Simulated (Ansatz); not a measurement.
# Si₂Ge₂H₁₀: how energies converge with the basis set

How large a basis does Si₂Ge₂H₁₀ need? Two functionals are run in growing sets.

Computed with Ansatz 0.2.0, Gaussian basis. Level: one geometry, several basis sets.

Levels to be run: PBE0-D4/def2-SVP; ωB97M-V/def2-SVP; PBE0-D4/def2-QZVPP; ωB97M-V/def2-QZVPP; the functionals' def2-TZVPP values are taken from earlier runs.

### Step 1. The relaxed structure

An earlier PBE0-D4 in a triple-zeta def2 set relaxation fixed the geometry.

SMILES `[SiH3][GeH2][GeH2][SiH3]`, 14 atoms, charge 0, spin multiplicity 1.

Atoms are counted from 1 here; the program's logs count them from 0.

Bond lengths: Si1–Ge2 2.378 Å, Si1–H5 1.487 Å, Si1–H6 1.487 Å, Si1–H7 1.487 Å, Ge2–Ge3 2.427 Å, Ge2–H8 1.541 Å, Ge2–H9 1.540 Å, Ge3–Si4 2.378 Å, Ge3–H10 1.541 Å, Ge3–H11 1.540 Å, Si4–H12 1.487 Å, Si4–H13 1.487 Å, Si4–H14 1.487 Å. Angles: Ge2–Si1–H5 109.4°, Ge2–Si1–H6 111.4°, Ge2–Si1–H7 109.6°, H5–Si1–H6 108.9°, H5–Si1–H7 108.6°, H6–Si1–H7 108.9°, Si1–Ge2–Ge3 110.0°, Si1–Ge2–H8 109.8°, Si1–Ge2–H9 110.4°, Ge3–Ge2–H8 108.8°, Ge3–Ge2–H9 110.0°, H8–Ge2–H9 107.8°, Ge2–Ge3–Si4 110.0°, Ge2–Ge3–H10 108.8°, Ge2–Ge3–H11 110.0°, Si4–Ge3–H10 109.8°, Si4–Ge3–H11 110.4°, H10–Ge3–H11 107.8° and more.

### Step 2. PBE0-D4 in def2-SVP

in.yaml reads:

```yaml
crystal:
  periodic: [false, false, false]
  atoms:
    - {symbol: Si, position_ang: [-1.773019, 1.604297, -0.497069]}
    - {symbol: Ge, position_ang: [-0.379040, 0.931483, 1.308165]}
    - {symbol: Ge, position_ang: [1.564442, -0.249577, 0.460527]}
    - {symbol: Si, position_ang: [0.877749, -2.119271, -0.838501]}
    - {symbol: H, position_ang: [-2.222309, 0.402318, -1.248972]}
    - {symbol: H, position_ang: [-2.968546, 2.343478, -0.011844]}
    - {symbol: H, position_ang: [-1.005093, 2.482468, -1.419277]}
    - {symbol: H, position_ang: [-1.159719, -0.007205, 2.248024]}
    - {symbol: H, position_ang: [0.064592, 2.156452, 2.129819]}
    - {symbol: H, position_ang: [2.391219, 0.715570, -0.410619]}
    - {symbol: H, position_ang: [2.455712, -0.707167, 1.630466]}
    - {symbol: H, position_ang: [0.047928, -3.028773, -0.004457]}
    - {symbol: H, position_ang: [2.047164, -2.876004, -1.359083]}
    - {symbol: H, position_ang: [0.058910, -1.648068, -1.987171]}
basis:
  gaussian: {orbitals: def2-SVP}
hamiltonian: {xc: pbe0, dispersion: d4}
output: {orbitals: {seedname: orbitals}}
```

Launch:

```console
$ ansatz run in.yaml --threads 4 --pin off --events-out ev --progress --plain --max-ram 11315MiB
```

The runs that follow: ωB97M-V in def2-SVP; PBE0-D4 in def2-QZVPP; ωB97M-V in def2-QZVPP.

**Question.** What will the summary of the whole plan be? Wanted: PBE0-D4: double and triple zeta above quadruple; ωB97M-V: double and triple zeta above quadruple.

**Answer**, as computed:

| quantity | value |
| --- | --- |
| PBE0-D4: double and triple zeta above quadruple | 22.80, 2.98 eV |
| ωB97M-V: double and triple zeta above quadruple | 22.78, 2.88 eV |

In words: For PBE0-D4 the step from double to triple zeta gains 19.83 eV and the next only 2.98 eV. These are total energies; as a rule much of such shifts cancels in differences, which this series doesn't test. The LUMO of ωB97M-V is positive and keeps falling with the basis (1.76 to 1.09 eV): an unbound level that the basis holds in place.
